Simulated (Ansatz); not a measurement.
# C₂H₅AlO: small, medium and large basis sets

An exercise on one series of results from a longer session: the logs are not shown, and one member is left open.

Computed with Ansatz 0.2.0, Gaussian basis. Level: one geometry, several basis sets.

Plan: PBE0-D4/def2-SVP; ωB97M-V/def2-SVP; PBE0-D4/def2-QZVPP; ωB97M-V/def2-QZVPP; the functionals' def2-TZVPP values are taken from earlier runs.

**The geometry**

An earlier PBE0-D4 in a triple-zeta def2 set relaxation fixed the geometry.

SMILES `O/C=[CH]\[AlH2]`, 9 atoms, charge 0, spin multiplicity 1.

Atoms are counted from 1 here; the program's logs count them from 0.

Bond lengths: O1–C2 1.341 Å, O1–H5 0.969 Å, C2–C3 1.345 Å, C2–H6 1.088 Å, C3–Al4 1.913 Å, C3–H7 1.087 Å, Al4–H8 1.601 Å, Al4–H9 1.582 Å. Angles: C2–O1–H5 109.4°, O1–C2–C3 127.2°, O1–C2–H6 109.5°, C3–C2–H6 123.3°, C2–C3–Al4 123.5°, C2–C3–H7 113.9°, Al4–C3–H7 122.5°, C3–Al4–H8 115.1°, C3–Al4–H9 124.2°, H8–Al4–H9 120.7°.

The first run:

The input, in.yaml:

```yaml
crystal:
  periodic: [false, false, false]
  atoms:
    - {symbol: O, position_ang: [-0.118207, 1.665030, -0.840646]}
    - {symbol: C, position_ang: [0.517935, 1.185419, 0.237716]}
    - {symbol: C, position_ang: [0.492766, -0.076507, 0.700984]}
    - {symbol: Al, position_ang: [-0.499375, -1.487313, -0.127649]}
    - {symbol: H, position_ang: [-0.621216, 0.951695, -1.261743]}
    - {symbol: H, position_ang: [1.083706, 1.984972, 0.712333]}
    - {symbol: H, position_ang: [1.090077, -0.229629, 1.595990]}
    - {symbol: H, position_ang: [-1.316565, -1.062935, -1.437404]}
    - {symbol: H, position_ang: [-0.540521, -2.976832, 0.403319]}
basis:
  gaussian: {orbitals: def2-SVP}
hamiltonian: {xc: pbe0, dispersion: d4}
output: {orbitals: {seedname: orbitals}}
```

The run is started by

```sh
$ ansatz run in.yaml --threads 2 --pin off --events-out ev --progress --plain --max-ram 4352MiB
```

Among the steps run: PBE0-D4 in def2-SVP; ωB97M-V in def2-SVP; PBE0-D4 in def2-QZVPP; ωB97M-V in def2-QZVPP.

One of the session's tables, all rows but one given; the rest of the session is left out.

It belongs to the step «Functionals by basis». 

| functional | basis | HOMO (eV) | LUMO (eV) |
| --- | --- | --- | --- |
| PBE0-D4 | def2-SVP | -7.00 | -1.60 |
| PBE0-D4 | def2-TZVPP | -7.08 | -1.67 |
| PBE0-D4 | def2-QZVPP | -7.10 | -1.70 |
| ωB97M-V | def2-SVP | -9.16 | 0.14 |
| ωB97M-V | def2-TZVPP | -9.27 | 0.00 |
| ωB97M-V | def2-QZVPP | ? | ? |

Estimate the missing values for ωB97M-V, def2-QZVPP.

**Answer.** HOMO (eV): -9.29; LUMO (eV): -0.15. In the column «HOMO (eV)» it is the lowest.
